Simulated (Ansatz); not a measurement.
# GaH₃O₂ (SMILES [OH][GaH][OH]): one structure at several levels

The atoms stand at a structure displaced at random from a GFN2-xTB minimum. How far do the functionals agree with CCSD(T) there?

Computed with Ansatz 0.2.0, Gaussian basis. Level: single points in def2-TZVPP.

Cores are frozen in the correlated methods. Filled d shells of the heavier atoms are correlated.

**1. The starting structure**

SMILES `[OH][GaH][OH]`, 6 atoms, charge 0, spin multiplicity 1.

Atoms are counted from 1 here; the program's logs count them from 0.

Bond lengths: O1–Ga2 1.813 Å, O1–H4 0.912 Å, Ga2–O3 1.668 Å, Ga2–H5 1.471 Å, O3–H6 0.962 Å. Angles: Ga2–O1–H4 128.6°, O1–Ga2–O3 117.7°, O1–Ga2–H5 130.0°, O3–Ga2–H5 112.3°, Ga2–O3–H6 133.4°.

Geometry (Å):

```mol
GaH3O2
  3D, bonds by distance, orders not assigned

  6  5  0  0  0  0  0  0  0  0999 V2000
   -0.6418   -1.3611   -0.0547 O   0  0
   -0.0953    0.3505   -0.3003 Ga  0  0
    1.1231    0.9243    0.6835 O   0  0
   -1.3377   -1.7982   -0.4502 H   0  0
   -0.5455    1.3562   -1.2744 H   0  0
    1.6424    0.5300    1.3907 H   0  0
  1  2  8  0
  1  4  8  0
  2  3  8  0
  2  5  8  0
  3  6  8  0
M  END
```

**2. CCSD(T)/def2-TZVPP**

run/in.yaml

```yaml
crystal:
  periodic: [false, false, false]
  atoms:
    - {symbol: O, position_ang: [-0.641800, -1.361100, -0.054700]}
    - {symbol: Ga, position_ang: [-0.095300, 0.350500, -0.300300]}
    - {symbol: O, position_ang: [1.123100, 0.924300, 0.683500]}
    - {symbol: H, position_ang: [-1.337700, -1.798200, -0.450200]}
    - {symbol: H, position_ang: [-0.545500, 1.356200, -1.274400]}
    - {symbol: H, position_ang: [1.642400, 0.530000, 1.390700]}
basis:
  gaussian: {orbitals: def2-TZVPP}
correlation: {method: ccsd_t}
output: {forces: true}
```

No record of the launch command was kept for these runs.

**3. PBE0-D4/def2-TZVPP**

run/in.yaml: that of step 2 with these lines changed.

```diff
@@ -11,3 +11,3 @@
   gaussian: {orbitals: def2-TZVPP}
-correlation: {method: ccsd_t}
-output: {forces: true}
+hamiltonian: {xc: pbe0, dispersion: d4}
+output: {forces: true, orbitals: {seedname: orbitals}}
```

**4. wB97M-V/def2-TZVPP**

run/in.yaml: that of step 3 with these lines changed.

```diff
@@ -11,3 +11,3 @@
   gaussian: {orbitals: def2-TZVPP}
-hamiltonian: {xc: pbe0, dispersion: d4}
-output: {forces: true, orbitals: {seedname: orbitals}}
+hamiltonian: {xc: {name: wB97M-V}}
+output: {forces: true}
```

**5. r2SCAN-D4/def2-TZVPP**

run/in.yaml: that of step 4 with these lines changed.

```diff
@@ -11,3 +11,3 @@
   gaussian: {orbitals: def2-TZVPP}
-hamiltonian: {xc: {name: wB97M-V}}
+hamiltonian: {xc: r2scan, dispersion: d4}
 output: {forces: true}
```

**6. PBE-D4/def2-TZVPP**

run/in.yaml: that of step 5 with these lines changed.

```diff
@@ -11,3 +11,3 @@
   gaussian: {orbitals: def2-TZVPP}
-hamiltonian: {xc: r2scan, dispersion: d4}
+hamiltonian: {xc: pbe, dispersion: d4}
 output: {forces: true}
```

**7. revPBE-D4/def2-TZVPP**

run/in.yaml: that of step 6 with these lines changed.

```diff
@@ -11,3 +11,3 @@
   gaussian: {orbitals: def2-TZVPP}
-hamiltonian: {xc: pbe, dispersion: d4}
+hamiltonian: {xc: {name: revPBE}, dispersion: d4}
 output: {forces: true}
```

**8. B97M-V/def2-TZVPP**

run/in.yaml: that of step 7 with these lines changed.

```diff
@@ -11,3 +11,3 @@
   gaussian: {orbitals: def2-TZVPP}
-hamiltonian: {xc: {name: revPBE}, dispersion: d4}
+hamiltonian: {xc: {name: B97M-V}}
 output: {forces: true}
```

(Steps that only read results are left out.)

Q: Predict the outcome of this session. Wanted: energy less free atoms, CCSD(T)/def2-TZVPP; RMS force component; RMS force error; HOMO and LUMO, PBE0-D4; T1 diagnostic.

As calculated:

```
                                  quantity                                                                                            value
energy less free atoms, CCSD(T)/def2-TZVPP                                                                                       -19.458 eV
                       RMS force component                                                             1.623 to 1.779 eV/Å over the methods
                           RMS force error  PBE0-D4 0.053, wB97M-V 0.040, r2SCAN-D4 0.079, PBE-D4 0.242, revPBE-D4 0.263, B97M-V 0.091 eV/Å
                    HOMO and LUMO, PBE0-D4                                                                               -8.59 and -0.28 eV
                             T1 diagnostic                                                                                            0.014
```

Against CCSD(T) the functionals' energies less atoms differ by -0.454 to +0.236 eV, PBE-D4 by -0.454 eV. The reference is not at the basis limit: in triple zeta CCSD(T) underbinds, which counts against methods that bind more; the gaps are no ranking. On forces the order runs from wB97M-V to revPBE-D4.
